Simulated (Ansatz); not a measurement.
# Ga27GeP26: the cost of one run

Program: Ansatz 0.2.0. Level of theory: DFT, PBE, plane-wave PAW, default files, scalar-relativistic, as far as a step names no other. These are calculated values, not measurements.

1 further run of the same task is left out (it didn't finish).

## (1) The starting structure

The structure is cubic, space group F-43m (No. 216). The conventional cell has a = 16.352 Å, b = 16.352 Å, c = 16.352 Å, α = 90.00°, β = 90.00°, γ = 90.00°. Around Ga (site symmetry 3m) lie 1 Ge at 2.36 Å and 3 P at 2.36 Å. Ga (site symmetry 2mm) has 4 P at 2.36 Å as nearest neighbours. Ga (site symmetry m) is surrounded by 4 P at 2.36 Å. Around Ga (site symmetry -43m) lie 4 P at 2.36 Å. Around Ga (site symmetry 3m) lie 4 P at 2.36 Å. Around Ge (site symmetry -43m) lie 4 Ga at 2.36 Å. P (site symmetry m) has 4 Ga at 2.36 Å as nearest neighbours. P (site symmetry 3m) has 4 Ga at 2.36 Å as nearest neighbours. Only part of the 10 independent sites is listed.

As a file:

```
CELL_PARAMETERS angstrom
0.00000 8.17575 8.17575
8.17575 0.00000 8.17575
8.17575 8.17575 0.00000
ATOMIC_POSITIONS crystal
Ga 0.00000 0.00000 0.00000
Ga 0.00000 0.00000 0.33333
Ga 0.00000 0.00000 0.66667
Ga 0.00000 0.33333 0.00000
Ga 0.00000 0.33333 0.33333
Ga 0.00000 0.33333 0.66667
Ga 0.00000 0.66667 0.00000
Ga 0.00000 0.66667 0.33333
Ga 0.00000 0.66667 0.66667
Ga 0.33333 0.00000 0.00000
Ga 0.33333 0.00000 0.33333
Ga 0.33333 0.00000 0.66667
Ga 0.33333 0.33333 0.00000
Ga 0.33333 0.33333 0.33333
Ga 0.33333 0.33333 0.66667
Ga 0.33333 0.66667 0.00000
Ga 0.33333 0.66667 0.33333
Ga 0.33333 0.66667 0.66667
Ga 0.66667 0.00000 0.00000
Ga 0.66667 0.00000 0.33333
Ga 0.66667 0.00000 0.66667
Ga 0.66667 0.33333 0.00000
Ga 0.66667 0.33333 0.33333
Ga 0.66667 0.33333 0.66667
Ga 0.66667 0.66667 0.00000
Ga 0.66667 0.66667 0.33333
Ga 0.66667 0.66667 0.66667
Ge 0.08333 0.08333 0.08333
P 0.08333 0.08333 0.41667
P 0.08333 0.08333 0.75000
P 0.08333 0.41667 0.08333
P 0.08333 0.41667 0.41667
P 0.08333 0.41667 0.75000
P 0.08333 0.75000 0.08333
P 0.08333 0.75000 0.41667
P 0.08333 0.75000 0.75000
P 0.41667 0.08333 0.08333
P 0.41667 0.08333 0.41667
P 0.41667 0.08333 0.75000
P 0.41667 0.41667 0.08333
P 0.41667 0.41667 0.41667
P 0.41667 0.41667 0.75000
P 0.41667 0.75000 0.08333
P 0.41667 0.75000 0.41667
P 0.41667 0.75000 0.75000
P 0.75000 0.08333 0.08333
P 0.75000 0.08333 0.41667
P 0.75000 0.08333 0.75000
P 0.75000 0.41667 0.08333
P 0.75000 0.41667 0.41667
P 0.75000 0.41667 0.75000
P 0.75000 0.75000 0.08333
P 0.75000 0.75000 0.41667
P 0.75000 0.75000 0.75000
```

Atom 28 of the input is the impurity.

## (2) Single point at the given positions

The input, input.yaml:

```yaml
crystal:
  lattice:
    - [0.0, 8.17575, 8.17575]
    - [8.17575, 0.0, 8.17575]
    - [8.17575, 8.17575, 0.0]
  atoms:
    - { symbol: Ga, position: [0.0, 0.0, 0.0] }
    - { symbol: Ga, position: [0.0, 0.0, 0.3333333333] }
    - { symbol: Ga, position: [0.0, 0.0, 0.6666666667] }
    - { symbol: Ga, position: [0.0, 0.3333333333, 0.0] }
    - { symbol: Ga, position: [0.0, 0.3333333333, 0.3333333333] }
    - { symbol: Ga, position: [0.0, 0.3333333333, 0.6666666667] }
    - { symbol: Ga, position: [0.0, 0.6666666667, 0.0] }
    - { symbol: Ga, position: [0.0, 0.6666666667, 0.3333333333] }
    - { symbol: Ga, position: [0.0, 0.6666666667, 0.6666666667] }
    - { symbol: Ga, position: [0.3333333333, 0.0, 0.0] }
    - { symbol: Ga, position: [0.3333333333, 0.0, 0.3333333333] }
    - { symbol: Ga, position: [0.3333333333, 0.0, 0.6666666667] }
    - { symbol: Ga, position: [0.3333333333, 0.3333333333, 0.0] }
    - { symbol: Ga, position: [0.3333333333, 0.3333333333, 0.3333333333] }
    - { symbol: Ga, position: [0.3333333333, 0.3333333333, 0.6666666667] }
    - { symbol: Ga, position: [0.3333333333, 0.6666666667, 0.0] }
    - { symbol: Ga, position: [0.3333333333, 0.6666666667, 0.3333333333] }
    - { symbol: Ga, position: [0.3333333333, 0.6666666667, 0.6666666667] }
    - { symbol: Ga, position: [0.6666666667, 0.0, 0.0] }
    - { symbol: Ga, position: [0.6666666667, 0.0, 0.3333333333] }
    - { symbol: Ga, position: [0.6666666667, 0.0, 0.6666666667] }
    - { symbol: Ga, position: [0.6666666667, 0.3333333333, 0.0] }
    - { symbol: Ga, position: [0.6666666667, 0.3333333333, 0.3333333333] }
    - { symbol: Ga, position: [0.6666666667, 0.3333333333, 0.6666666667] }
    - { symbol: Ga, position: [0.6666666667, 0.6666666667, 0.0] }
    - { symbol: Ga, position: [0.6666666667, 0.6666666667, 0.3333333333] }
    - { symbol: Ga, position: [0.6666666667, 0.6666666667, 0.6666666667] }
    - { symbol: Ge, position: [0.0833333333, 0.0833333333, 0.0833333333], spin: 1.0 }
    - { symbol: P, position: [0.0833333333, 0.0833333333, 0.4166666667] }
    - { symbol: P, position: [0.0833333333, 0.0833333333, 0.75] }
    - { symbol: P, position: [0.0833333333, 0.4166666667, 0.0833333333] }
    - { symbol: P, position: [0.0833333333, 0.4166666667, 0.4166666667] }
    - { symbol: P, position: [0.0833333333, 0.4166666667, 0.75] }
    - { symbol: P, position: [0.0833333333, 0.75, 0.0833333333] }
    - { symbol: P, position: [0.0833333333, 0.75, 0.4166666667] }
    - { symbol: P, position: [0.0833333333, 0.75, 0.75] }
    - { symbol: P, position: [0.4166666667, 0.0833333333, 0.0833333333] }
    - { symbol: P, position: [0.4166666667, 0.0833333333, 0.4166666667] }
    - { symbol: P, position: [0.4166666667, 0.0833333333, 0.75] }
    - { symbol: P, position: [0.4166666667, 0.4166666667, 0.0833333333] }
    - { symbol: P, position: [0.4166666667, 0.4166666667, 0.4166666667] }
    - { symbol: P, position: [0.4166666667, 0.4166666667, 0.75] }
    - { symbol: P, position: [0.4166666667, 0.75, 0.0833333333] }
    - { symbol: P, position: [0.4166666667, 0.75, 0.4166666667] }
    - { symbol: P, position: [0.4166666667, 0.75, 0.75] }
    - { symbol: P, position: [0.75, 0.0833333333, 0.0833333333] }
    - { symbol: P, position: [0.75, 0.0833333333, 0.4166666667] }
    - { symbol: P, position: [0.75, 0.0833333333, 0.75] }
    - { symbol: P, position: [0.75, 0.4166666667, 0.0833333333] }
    - { symbol: P, position: [0.75, 0.4166666667, 0.4166666667] }
    - { symbol: P, position: [0.75, 0.4166666667, 0.75] }
    - { symbol: P, position: [0.75, 0.75, 0.0833333333] }
    - { symbol: P, position: [0.75, 0.75, 0.4166666667] }
    - { symbol: P, position: [0.75, 0.75, 0.75] }
magnetization:
  spin_polarized: true
kpoints:
  mp_grid: { grid: [2, 2, 2] }
scf:
  occupations: { method: fermi_dirac, width: 0.01 }
hamiltonian:
  xc: pbe
  pseudopotentials: { kind: paw }
output:
  forces: true
  stress: true
  populations: true
  efg:
    quadrupole_moments_barn: { Ga: 0.107, Ge: -0.196 }
    contact_densities: true
```

Started as:

```sh
$ ansatz run input.yaml --threads 4 --pin off --max-ram 10240MiB --backend cpu --events-out ev --progress --plain --runs-dir out
```

Q: Estimate wall time and peak memory on 4 threads of Arm Neoverse V2, shared host.

About 1.9 min, with a peak of 6 GiB.
